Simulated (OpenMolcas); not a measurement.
**Mo: CASSCF and CASPT2 terms and fine-structure levels, part 1 of 2**

Aim: the low terms and levels of Mo, with their order and spacing, then second-order correlation.

Method: state-averaged CASSCF and CASPT2, spin-orbit coupling by RASSI with atomic mean-field integrals. Code: OpenMolcas 26.06.

**1. What is computed**

```
Species                           : Mo (molybdenum, Z = 42, 42 electrons)
Basis                             : ANO-RCC-VDZP [6s5p3d1f], 43 functions
Scalar Hamiltonian                : DKH2, point nucleus
Inactive shells                   : 1s 2s 2p 3s 3p 3d 4s 4p
Active space                      : 6 electrons in 6 orbitals (4d 5s)
Some configurations of this space : 4d4 5s2, 4d5 5s, 4d6
Orbitals                          : optimised for each spin and parity, averaged over the low roots
```

The outer shells:

4d4 5s2
```
4d [↑ ][↑ ][↑ ][↑ ][  ]
5s [↑↓]
```

4d5 5s
```
4d [↑ ][↑ ][↑ ][↑ ][↑ ]
5s [↑ ]
```

4d6
```
4d [↑↓][↑ ][↑ ][↑ ][↑ ]
```

The work runs as a chain of OpenMolcas steps in one folder; each step below is one input file. Labels, J, g values, rates, χT and fits are worked out afterwards by a script from the matrices that RASSI stores.

**2. One- and two-electron integrals**

File a.inp:

```
&GATEWAY
Coord
1

Mo 0.0 0.0 0.0
Basis=ANO-RCC-VDZP
Group=XYZ
NoMove
AngMom=0.0 0.0 0.0
AMFI
&SEWARD
```

Launch:

```bash
> OMP_NUM_THREADS=1 MOLCAS_MEM=1689 MOLCAS_PROJECT=a pymolcas a.inp > a.log
```

The log of the run:

```text
Basis set label: MO.ANO-RCC...6S5P3D1F.

      Electronic valence basis set:
      ------------------
      Associated Effective Charge  42.000000 au
      Associated Actual Charge     42.000000 au
      Nuclear Model: Point charge

      Shell  nPrim  nBasis  Cartesian Spherical Contaminant
         s      21       6        X
         p      18       5        X
         d      13       3                 X
         f       6       1                 X
                  Relativistic Douglas-Kroll-Hess integrals:
                    - DKH order of Hamiltonian: 2
                    - DKH order of Properties : 0
                  Atomic mean-field integrals
```

**3. Reference wave functions, septets of even parity, 1 root**

File a.inp:

```
&RASSCF
FileOrb=start.orb
Symmetry=1
Spin=7
nActEl=6 0 0
Inactive=9 9
Ras2=6 0
CIRoot=1 1 1
SDav=1
CIMx=300
Iter=120 100
PrWF=0.3
OrbListing=Nothing
MaxOrb=0
Atom
>>> COPY $Project.JobIph JOB001
```

Launch:

```bash
> OMP_NUM_THREADS=1 MOLCAS_MEM=1689 MOLCAS_PROJECT=a pymolcas a.inp > a.log
```

start.orb holds the contracted functions of the basis, ordered by shell, or the orbitals of the step before.

The log of the run:

```text
Wave function specifications:
      -----------------------------

      Number of closed shell electrons          36
      Number of electrons in active shells       6
      Max number of holes in RAS1 space          0
      Max nr of electrons in RAS3 space          0
      Number of inactive orbitals               18
      Number of active orbitals                  6
      Number of secondary orbitals              19
      Spin quantum number                      3.0
      State symmetry                             1
Orbital specifications:
      -----------------------

      Symmetry species                           1   2
                                                ag  au
      Frozen orbitals                            0   0
      Inactive orbitals                          9   9
      Active orbitals                            6   0
      RAS1 orbitals                              0   0
      RAS2 orbitals                              6   0
      RAS3 orbitals                              0   0
      Secondary orbitals                         6  13
      Deleted orbitals                           0   0
      Number of basis functions                 21  22
      Number of CSFs                             1
      Number of root(s) required                 1
      Iter CI   SX   CI       RASSCF       Energy    max ROT     max BLB   max BLB  Level Ln srch  Step   QN
          iter iter root      energy       change     param      element    value   shift minimum  type update
 Nr of preliminary CI iterations:   1
      Total energies have been shifted. Add                -4000.00 au
        1   1    2    1   -45.69944376    0.00E+00   7.34E-08    9  15 1  2.02E-07   0.27   0.00    SX    NO
        2   1    1    1   -45.69944376   -3.64E-12   0.00E+00    9  15 1  3.48E-08   0.27   0.00    SX    NO
        3   1    1    1   -45.69944376   -4.55E-13   0.00E+00    9  15 1  3.48E-08   0.27   0.00    SX    NO
        4   1    1    1   -45.69944376   -3.64E-12   0.00E+00    9  15 1  3.48E-08   0.27   0.00    SX    NO
      Convergence after  4 iterations
        5   1    1    1   -45.69944376    2.27E-12   0.00E+00    9  15 1  3.48E-08   0.27   0.00    SX    NO
      Natural orbitals and occupation numbers for root  1
      sym 1:   1.000000   1.000000   1.000000   1.000000   1.000000   1.000000
::    RASSCF root number  1 Total energy:  -4045.69944376
```

**4. CASSCF: quintets of even parity, 23 roots**

File a.inp:

```
&RASSCF
FileOrb=start.orb
Symmetry=1
Spin=5
nActEl=6 0 0
Inactive=9 9
Ras2=6 0
CIRoot=23 23 1
SDav=35
CIMx=300
Iter=120 100
PrWF=0.3
OrbListing=Nothing
MaxOrb=0
Atom
>>> COPY $Project.JobIph JOB002
```

Launch:

```bash
> OMP_NUM_THREADS=1 MOLCAS_MEM=1689 MOLCAS_PROJECT=a pymolcas a.inp > a.log
```

The log of the run, shortened:

```text
[...]
      Number of active orbitals                  6
[...]
      Spin quantum number                      2.0
[...]
      Active orbitals                            6   0
[...]
      Number of CSFs                            35
      Number of root(s) required                23
[...]
      Convergence after  9 iterations
[...]
      Natural orbitals and occupation numbers for root  1
      sym 1:   1.000000   1.000000   1.000000   1.000000   1.000000   1.000000
      Natural orbitals and occupation numbers for root  2
      sym 1:   0.354521   1.000000   0.995587   1.000000   1.000000   1.649892
      Natural orbitals and occupation numbers for root  3
      sym 1:   1.000000   1.000000   0.380242   1.000000   0.947337   1.672421
::    RASSCF root number  1 Total energy:  -4045.62419354
::    RASSCF root number  2 Total energy:  -4045.60464543
::    RASSCF root number  3 Total energy:  -4045.60464543
[...]
::    RASSCF root number 20 Total energy:  -4045.56322251
::    RASSCF root number 21 Total energy:  -4045.56322251
::    RASSCF root number 22 Total energy:  -4045.56322251
::    RASSCF root number 23 Total energy:  -4045.56322251
```

**5. CASSCF: triplets of even parity, 30 roots**

File a.inp:

```
&RASSCF
FileOrb=start.orb
Symmetry=1
Spin=3
nActEl=6 0 0
Inactive=9 9
Ras2=6 0
CIRoot=30 30 1
SDav=189
CIMx=300
Iter=120 100
PrWF=0.3
OrbListing=Nothing
MaxOrb=0
Atom
>>> COPY $Project.JobIph JOB003
```

Launch:

```bash
> OMP_NUM_THREADS=1 MOLCAS_MEM=1689 MOLCAS_PROJECT=a pymolcas a.inp > a.log
```

The log of the run, shortened:

```text
[...]
      Number of active orbitals                  6
[...]
      Spin quantum number                      1.0
[...]
      Active orbitals                            6   0
[...]
      Number of CSFs                           189
      Number of root(s) required                30
[...]
      Convergence after 16 iterations
[...]
      Natural orbitals and occupation numbers for root  1
      sym 1:   0.998577   0.959648   0.974968   1.011400   0.920930   1.134476
      Natural orbitals and occupation numbers for root  2
      sym 1:   0.937254   1.007981   0.955888   0.965740   1.009762   1.123374
      Natural orbitals and occupation numbers for root  3
      sym 1:   0.994209   0.935039   1.015830   0.958345   0.972215   1.124362
::    RASSCF root number  1 Total energy:  -4045.55861792
::    RASSCF root number  2 Total energy:  -4045.55861792
::    RASSCF root number  3 Total energy:  -4045.55861792
[...]
::    RASSCF root number 27 Total energy:  -4045.54555072
::    RASSCF root number 28 Total energy:  -4045.54555072
::    RASSCF root number 29 Total energy:  -4045.54555072
::    RASSCF root number 30 Total energy:  -4045.54555072
```

**6. Reference wave functions, singlets of even parity, 1 root**

File a.inp:

```
&RASSCF
FileOrb=start.orb
Symmetry=1
Spin=1
nActEl=6 0 0
Inactive=9 9
Ras2=6 0
CIRoot=1 1 1
SDav=175
CIMx=300
Iter=120 100
PrWF=0.3
OrbListing=Nothing
MaxOrb=0
Atom
>>> COPY $Project.JobIph JOB004
```

The log of the run, shortened:

```text
[...]
      Number of active orbitals                  6
[...]
      Spin quantum number                      0.0
[...]
      Active orbitals                            6   0
[...]
      Number of CSFs                           175
      Number of root(s) required                 1
[...]
      Convergence after 18 iterations
[...]
      Natural orbitals and occupation numbers for root  1
      sym 1:   0.924692   0.924692   0.924692   0.924692   0.924692   1.376542
::    RASSCF root number  1 Total energy:  -4045.53697247
```

**7. RASSI: spin-orbit coupling between the states**

File a.inp:

```
&RASSI
NrOfJobIphs=3 1 23 30
1
1 2 3 4 5 6 7 8 9 10 11 12 13 14 15 16 17 18 19 20 21 22 23
1 2 3 4 5 6 7 8 9 10 11 12 13 14 15 16 17 18 19 20 21 22 23 24 25 26 27
28 29 30
IphNames
JOB001
JOB002
JOB003
EJob
SpinOrbit
DIPRint=1.0
SOCoupling=1000.0
Subsets=2
MEES
Property=10
'ANGMOM' 1 'ANGMOM' 2 'ANGMOM' 3 'MLTPL  1' 1 'MLTPL  1' 2 'MLTPL  1' 3
'AMFI' 1 'AMFI' 2 'AMFI' 3 'MLTPL  2' 6
SOProperty=3
'ANGMOM' 1 'ANGMOM' 2 'ANGMOM' 3
```

The log of the run:

```text
SPIN-FREE ENERGIES:
  (Shifted by EMIN (a.u.) =      -4045.6994437620)

 SF State       Relative EMIN(au)   Rel lowest level(eV)    D:o, cm**(-1)      L_eff

     1             0.0000000000        0.0000000000              0.0000         0.0
     2             0.0752502232        2.0476628894          16515.5150         0.0
     3             0.0947983350        2.5795941078          20805.8296         2.0
     4             0.0947983350        2.5795941078          20805.8296         2.0
     5             0.0947983350        2.5795941078          20805.8296         2.0
     6             0.0947983350        2.5795941078          20805.8296         2.0
     7             0.0947983350        2.5795941078          20805.8296         2.0
     8             0.1040093554        2.8302387417          22827.4149         4.0
     9             0.1040093554        2.8302387417          22827.4149         4.0
    10             0.1040093554        2.8302387417          22827.4149         4.0
    11             0.1040093554        2.8302387417          22827.4149         4.0
    12             0.1040093554        2.8302387417          22827.4149         4.0
    13             0.1040093554        2.8302387417          22827.4149         4.0
    14             0.1040093554        2.8302387417          22827.4149         4.0
    15             0.1040093554        2.8302387417          22827.4149         4.0
    16             0.1040093554        2.8302387417          22827.4149         4.0
    17             0.1188060750        3.2328779959          26074.9195         1.0
    18             0.1188060750        3.2328779959          26074.9195         1.0
    19             0.1188060750        3.2328779959          26074.9195         1.0
    20             0.1362212495        3.7067690345          29897.1085         2.0
    21             0.1362212495        3.7067690345          29897.1085         2.0
    22             0.1362212495        3.7067690345          29897.1085         2.0
    23             0.1362212495        3.7067690345          29897.1085         2.0
    24             0.1362212495        3.7067690345          29897.1085         2.0
    25             0.1408258392        3.8320663032          30907.6991         4.0
    26             0.1408258392        3.8320663032          30907.6991         4.0
    27             0.1408258392        3.8320663032          30907.6991         4.0
    28             0.1408258392        3.8320663032          30907.6991         4.0
    29             0.1408258392        3.8320663032          30907.6991         4.0
    30             0.1408258392        3.8320663032          30907.6991         4.0
    31             0.1408258392        3.8320663032          30907.6991         4.0
    32             0.1408258392        3.8320663032          30907.6991         4.0
    33             0.1408258392        3.8320663032          30907.6991         4.0
    34             0.1477831448        4.0213842340          32434.6512         2.0
    35             0.1477831448        4.0213842340          32434.6512         2.0
    36             0.1477831448        4.0213842340          32434.6512         2.0
    37             0.1477831448        4.0213842340          32434.6512         2.0
    38             0.1477831448        4.0213842340          32434.6512         2.0
    39             0.1501791562        4.0865830244          32960.5149         1.0
    40             0.1501791562        4.0865830244          32960.5149         1.0
Eigenvalues of complex Hamiltonian:
   -----------------------------------
  (Shifted by EMIN (a.u.) =      -4045.6994437620)

 SO State       Relative EMIN(au)   Rel lowest level(eV)    D:o, cm**(-1)     J-value

     1            -0.0002933671        0.0000000000              0.0000         1.9
     2            -0.0002933671        0.0000000000              0.0000         2.7
     3            -0.0002933671        0.0000000000              0.0000         2.6
     4            -0.0002933671        0.0000000000              0.0000         2.6
     5            -0.0002933671        0.0000000000              0.0000         2.5
     6            -0.0002933671        0.0000000000              0.0000         2.3
     7            -0.0002933671        0.0000000000              0.0000         1.9
     8             0.0748514557        2.0447947965          16492.3823         1.4
     9             0.0748514557        2.0447947965          16492.3823         1.6
    10             0.0748514557        2.0447947965          16492.3823         1.7
    11             0.0748514557        2.0447947965          16492.3823         1.7
    12             0.0748514557        2.0447947965          16492.3823         1.4
    13             0.0920618323        2.5131130017          20269.6233         0.0
    14             0.0924815490        2.5245340741          20361.7405         0.9
    15             0.0924815490        2.5245340741          20361.7405         0.6
    16             0.0924815490        2.5245340741          20361.7405         0.7
    17             0.0933233214        2.5474398684          20546.4882         1.1
    18             0.0933233214        2.5474398684          20546.4882         1.9
    19             0.0933233214        2.5474398684          20546.4882         1.8
    20             0.0933233214        2.5474398684          20546.4882         1.7
    21             0.0933233214        2.5474398684          20546.4882         1.1
    22             0.0945959255        2.5820691917          20825.7925         2.5
    23             0.0945959255        2.5820691917          20825.7925         2.1
    24             0.0945959255        2.5820691917          20825.7925         1.5
    25             0.0945959255        2.5820691917          20825.7925         2.7
    26             0.0945959255        2.5820691917          20825.7925         2.8
    27             0.0945959255        2.5820691917          20825.7925         2.4
    28             0.0945959255        2.5820691917          20825.7925         2.4
    29             0.0964050349        2.6312975663          21222.8461         3.4
    30             0.0964050349        2.6312975663          21222.8461         3.3
    31             0.0964050349        2.6312975663          21222.8461         2.1
    32             0.0964050349        2.6312975663          21222.8461         2.9
    33             0.0964050349        2.6312975663          21222.8461         3.0
    34             0.0964050349        2.6312975663          21222.8461         3.7
    35             0.0964050349        2.6312975663          21222.8461         3.8
    36             0.0964050349        2.6312975663          21222.8461         3.8
    37             0.0964050349        2.6312975663          21222.8461         2.2
    38             0.1040093394        2.8382212314          22891.7980         3.5
    39             0.1040093394        2.8382212314          22891.7980         3.3
    40             0.1040093394        2.8382212314          22891.7980         3.4
    41             0.1040093394        2.8382212314          22891.7980         3.5
Weights of the five most important spin-orbit-free states for each spin-orbit state.

 SO State  Total energy (au)           Spin-free states, spin, and weights
 -------------------------------------------------------------------------------------------------------
    1        -0.000293       1 3.0  0.9975   19 2.0  0.0011   17 2.0  0.0007   18 2.0  0.0006   38 1.0  0.0000
    2        -0.000293       1 3.0  0.9975   18 2.0  0.0010   17 2.0  0.0010   19 2.0  0.0005   24 2.0  0.0000
    3        -0.000293       1 3.0  0.9975   17 2.0  0.0009   19 2.0  0.0008   18 2.0  0.0008   21 2.0  0.0000
    4        -0.000293       1 3.0  0.9975   17 2.0  0.0012   18 2.0  0.0007   19 2.0  0.0006   36 1.0  0.0000
    5        -0.000293       1 3.0  0.9975   19 2.0  0.0009   18 2.0  0.0008   17 2.0  0.0008    3 2.0  0.0000
    6        -0.000293       1 3.0  0.9975   18 2.0  0.0011   19 2.0  0.0009   17 2.0  0.0004    7 2.0  0.0000
    7        -0.000293       1 3.0  0.9975   19 2.0  0.0009   17 2.0  0.0008   18 2.0  0.0007   22 2.0  0.0000
    8         0.074851       2 2.0  0.9938   41 1.0  0.0017   40 1.0  0.0015   39 1.0  0.0010   17 2.0  0.0009
    9         0.074851       2 2.0  0.9938   40 1.0  0.0023   39 1.0  0.0015   19 2.0  0.0012   18 2.0  0.0004
   10         0.074851       2 2.0  0.9938   40 1.0  0.0018   39 1.0  0.0017   19 2.0  0.0009   18 2.0  0.0008
   11         0.074851       2 2.0  0.9938   41 1.0  0.0019   39 1.0  0.0017   18 2.0  0.0009   17 2.0  0.0007
   12         0.074851       2 2.0  0.9938   41 1.0  0.0023   17 2.0  0.0010   39 1.0  0.0010   40 1.0  0.0009
```

These steps: 49 s of run time, 1 thread of Intel Xeon Platinum 8488C (Sapphire Rapids), shared host.

Spin-free terms, from the roots grouped by L:

```csv
configuration,term,E (eV)
4d5 5s,7S,0.0000
4d5 5s,5S,2.0477
4d4 5s2,5D,2.5796
4d5 5s,5G,2.8302
4d5 5s,5P,3.2329
```

Fine-structure levels, from the RASSI matrices grouped by J:

```json
{"Configuration": "4d5 5s", "Term": "7S", "J": "3", "E (eV)": "0.0000", "Leading %": "100", "Second": ""}
{"Configuration": "4d5 5s", "Term": "5S", "J": "2", "E (eV)": "2.0448", "Leading %": "99", "Second": ""}
{"Configuration": "4d4 5s2", "Term": "5D", "J": "0", "E (eV)": "2.5131", "Leading %": "99", "Second": ""}
{"Configuration": "4d4 5s2", "Term": "5D", "J": "1", "E (eV)": "2.5245", "Leading %": "99", "Second": ""}
{"Configuration": "4d4 5s2", "Term": "5D", "J": "2", "E (eV)": "2.5474", "Leading %": "99", "Second": ""}
{"Configuration": "4d4 5s2", "Term": "5D", "J": "3", "E (eV)": "2.5821", "Leading %": "99", "Second": ""}
{"Configuration": "4d4 5s2", "Term": "5D", "J": "4", "E (eV)": "2.6313", "Leading %": "100", "Second": ""}
{"Configuration": "4d5 5s", "Term": "5G", "J": "4", "E (eV)": "2.8382", "Leading %": "100", "Second": ""}
{"Configuration": "4d5 5s", "Term": "5G", "J": "5", "E (eV)": "2.8382", "Leading %": "100", "Second": ""}
{"Configuration": "4d5 5s", "Term": "5G", "J": "3", "E (eV)": "2.8382", "Leading %": "100", "Second": ""}
{"Configuration": "4d5 5s", "Term": "5G", "J": "6", "E (eV)": "2.8382", "Leading %": "100", "Second": ""}
{"Configuration": "4d5 5s", "Term": "5G", "J": "2", "E (eV)": "2.8382", "Leading %": "100", "Second": ""}
{"Configuration": "4d5 5s", "Term": "5P", "J": "3", "E (eV)": "3.2288", "Leading %": "95", "Second": "3 5D"}
{"Configuration": "4d5 5s", "Term": "5P", "J": "2", "E (eV)": "3.2305", "Leading %": "96", "Second": "3 5D"}
{"Configuration": "4d5 5s", "Term": "5P", "J": "1", "E (eV)": "3.2359", "Leading %": "98", "Second": ""}
```

The table of levels holds 15 of 32 computed; the rest, higher up, is left out.

The strongest lines between these levels (CASSCF energies, vacuum wavelengths; moments from the reference wave functions; branching within the model space):

```csv
upper,lower,type,λ (nm),A (s-1),branching %
4d5 5s 5P2,4d5 5s 7S3,M1,383.8,1.07e+00,94.7
4d5 5s 5P3,4d5 5s 7S3,M1,384,1.51e+00,94.7
4d4 5s2 5D4,4d5 5s 7S3,E2,471.2,6.62e-03,69.8
4d4 5s2 5D4,4d5 5s 7S3,M1,471.2,3.46e-04,3.6
4d4 5s2 5D3,4d5 5s 7S3,M1,480.2,1.16e-02,56.6
4d4 5s2 5D3,4d5 5s 7S3,E2,480.2,6.64e-03,32.3
4d4 5s2 5D2,4d5 5s 7S3,M1,486.7,6.58e-03,54.2
4d4 5s2 5D2,4d5 5s 7S3,E2,486.7,4.20e-03,34.5
4d4 5s2 5D1,4d5 5s 7S3,E2,491.1,1.57e-03,51.4
4d5 5s 5S2,4d5 5s 7S3,M1,606.3,5.41e-04,99.9
4d5 5s 5P1,4d5 5s 5S2,M1,1041,6.60e-02,53.3
4d5 5s 5P1,4d4 5s2 5D0,M1,1715,2.48e-02,20.1
4d5 5s 5P1,4d4 5s2 5D1,M1,1743,2.29e-02,18.5
4d5 5s 5P1,4d4 5s2 5D3,E2,1896,3.99e-03,3.2
4d4 5s2 5D4,4d5 5s 5S2,E2,2114,8.37e-04,8.8
4d4 5s2 5D2,4d5 5s 5S2,E2,2467,5.09e-04,4.2
4d4 5s2 5D2,4d5 5s 5S2,M1,2467,5.07e-04,4.2
4d4 5s2 5D1,4d5 5s 5S2,M1,2584,1.01e-03,32.9
4d4 5s2 5D1,4d5 5s 5S2,E2,2584,4.41e-04,14.4
4d4 5s2 5D0,4d5 5s 5S2,E2,2647,4.08e-04,100.0
4d4 5s2 5D4,4d4 5s2 5D3,M1,25190,1.68e-03,17.7
4d4 5s2 5D3,4d4 5s2 5D2,M1,35800,1.01e-03,4.9
```

(Continued in part 2 of 2.)
